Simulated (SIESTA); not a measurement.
Set up this calculation in SIESTA 5.4.2, as the native input.

- Task: single point
- Functional: PBEsol
- Potentials or basis: PseudoDojo 0.4 standard (PBEsol files)
- Basis: DZP (energy shift 0.003 Ry; two zetas on semicore shells)
- Grid cutoff: 800 Ry
- Energy shift: 0.003 Ry
- k mesh: 9 × 9 × 5
- Occupations: fermi-dirac, width 0.05 eV
- Spin: collinear spin, ferromagnetic start
- Starting moments: [3.0, 3.0, 0.0, 0.0] μB

FeO:

```
Fe O
1.0
     3.04589    0.00000    0.00000
     0.00000    3.04589    0.00000
     0.00000    0.00000    5.46421
Fe O
2 2
Cartesian
  1.5063 0.0177 2.7255
  -0.0110 1.4901 0.0225
  1.4717 1.5253 1.4034
  1.5537 1.5567 4.0707
```

The cell comes from a database or a generator and needn't be the stable form of this composition.

The cell isn't the ideal one: atoms moved at random, drawn with an rms of 0.05 Å.

The input as run:

FeO.fdf

```
SystemName                      FeO
SystemLabel                     FeO
NumberOfSpecies                 2
NumberOfAtoms                   4
%block ChemicalSpeciesLabel
  1  26 Fe
  2   8 O
%endblock ChemicalSpeciesLabel

LatticeConstant                 1.0 Ang
%block LatticeVectors
     3.0458920022     0.0000000000     0.0000000000
     0.0000000000     3.0458920022     0.0000000000
     0.0000000000     0.0000000000     5.4642115070
%endblock LatticeVectors
AtomicCoordinatesFormat         Fractional
%block AtomicCoordinatesAndAtomicSpecies
     0.4945490000     0.0058170000     0.4987940000  1  Fe
    -0.0036020000     0.4892050000     0.0041160000  1  Fe
     0.4831590000     0.5007770000     0.2568310000  2  O
     0.5100890000     0.5110770000     0.7449730000  2  O
%endblock AtomicCoordinatesAndAtomicSpecies

%block kgrid.MonkhorstPack
    9   0   0  0.0
    0   9   0  0.0
    0   0   5  0.0
%endblock kgrid.MonkhorstPack
XC.Functional                   GGA
XC.Authors                      PBEsol
PAO.BasisSize                   DZP
PAO.EnergyShift                 0.003 Ry
Mesh.Cutoff                     800 Ry
Spin                            polarized
%block DM.InitSpin
    1   3.000
    2   3.000
    3   0.000
    4   0.000
%endblock DM.InitSpin
OccupationFunction              FD
ElectronicTemperature           0.05 eV
MaxSCFIterations                200
SCF.MustConverge                false
SCF.Mixer.Method                Pulay
SCF.Mixer.Weight                0.1
SCF.Mixer.History               10
SCF.DM.Tolerance                5.0e-05
SCF.H.Tolerance                 1.0e-03 eV
WriteForces                     true
Charge.Mulliken                 end
%block PAO.Basis
  Fe 5
  n=3 0 2
    2.625 0.000
  n=4 0 2
    7.520 0.000
  n=3 1 2
    2.943 0.000
  n=4 1 1
    7.520
  n=3 2 2
    4.859 0.000
%endblock PAO.Basis
```

Potentials or basis: PseudoDojo 0.4 standard (PBEsol files), DZP (energy shift 0.003 Ry; two zetas on semicore shells).

The run is started by

```bash
$ siesta < FeO.fdf > FeO.out 2>&1
```

It gave:

```yaml
Pressure: -13.4 GPa
Largest_force: 0.366 eV/Å
Band_gap_on_the_k_mesh: none (metal or under the smearing width)
Net_moment: 7.67 μB per cell
Site_moments: Fe +3.54, +3.58; O +0.28 μB
```

Caveat: short orbitals over semicore shells can move pressures by several GPa; the basis of atomic orbitals isn't converged, which shifts pressures, moduli and gaps; semilocal functionals often make such compounds metallic where correlation or magnetic order opens a gap, which also shifts bond lengths; only a ferromagnetic start was run, and an antiferromagnetic order may lie lower in energy.

Wall time 2.2 min on 1 thread of Intel(R) Xeon(R) 6975P-C (Granite Rapids) (shared host), peak memory 0.36 GiB.
